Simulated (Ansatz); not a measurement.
The system is Ba2Tl5V3O12.

```xyz
22
Lattice="8.1542 0.0000 0.0000 -4.0771 7.0618 0.0000 0.0000 0.0000 6.9213" Properties=species:S:1:pos:R:3 pbc="T T T"
Ba    0.0000    0.0000    1.6301
Ba    0.0000    0.0000    5.2912
V     4.0771    0.0000    0.0000
V    -2.0386    3.5309    0.0000
V     2.0386    3.5309    0.0000
Tl    4.0771    0.0000    3.4606
Tl   -2.0386    3.5309    3.4606
Tl    2.0386    3.5309    3.4606
Tl    0.0000    4.7079    1.5565
Tl    4.0771    2.3539    5.3648
O     1.3636    2.4246    5.6370
O     1.2955    7.0304    5.6370
O    -2.6592    4.6685    5.6370
O     1.4179    2.3932    1.2843
O     5.4407    4.6372    1.2843
O     5.3726    0.0314    1.2843
O     2.7135    4.6372    1.2843
O     2.7816    0.0314    1.2843
O     6.7363    2.3932    1.2843
O     2.6592    4.6685    5.6370
O    -1.3636    2.4246    5.6370
O    -1.2955    7.0304    5.6370
```

The cell was built by a generator and needn't be a form met in nature.

Base run:

- Program: Ansatz 0.2.0
- Functional: PBE
- Potentials or basis: Ansatz PAW
- Cutoff: 420 eV (not typed: the program's choice for these potentials)
- k mesh: 4 × 4 × 4
- Occupations: fermi-dirac, width 0.05 eV
- Spin: collinear spin, ferromagnetic start
- Starting moments: [0.0, 0.0, 2.0, 2.0, 2.0, 0.0, 0.0, 0.0, 0.0, 0.0, 0.0, 0.0, 0.0, 0.0, 0.0, 0.0, 0.0, 0.0, 0.0, 0.0, 0.0, 0.0] μB

Its results: band gap on the k mesh none (metal or under the smearing width); pressure 0.2 GPa; net moment 0.00 μB per cell; largest force 0.055 eV/Å.

Task: After a change of settings the same cell gave: band gap on the k mesh none (metal or under the smearing width); pressure 2.3 GPa; net moment 0.00 μB per cell; largest force 0.054 eV/Å. Which change was it?
A. potentials or basis from Ansatz PAW to PseudoDojo standard (PBE files); cutoff from 420 eV (not typed: the program's choice for these potentials) to 1143 eV
B. functional from PBE to revPBE
C. potentials or basis from Ansatz PAW to JTH PAW; cutoff from 420 eV (not typed: the program's choice for these potentials) to 1800 eV (not typed: the program's choice for these potentials)
D. functional from PBE to PBEsol

Result: B.

revPBE binds less tightly than PBE, so the same cell stands under more pressure.

Caveats: semilocal functionals often make such compounds metallic where correlation or magnetic order opens a gap, which also shifts bond lengths; the starting moments weren't kept; spin-orbit coupling is left out, which moves the levels of the heavy elements (some runs); the PAW data sets come from PBE, with cores solved anew for the run's functional, which leaves a small shift of forces and pressure (some runs).
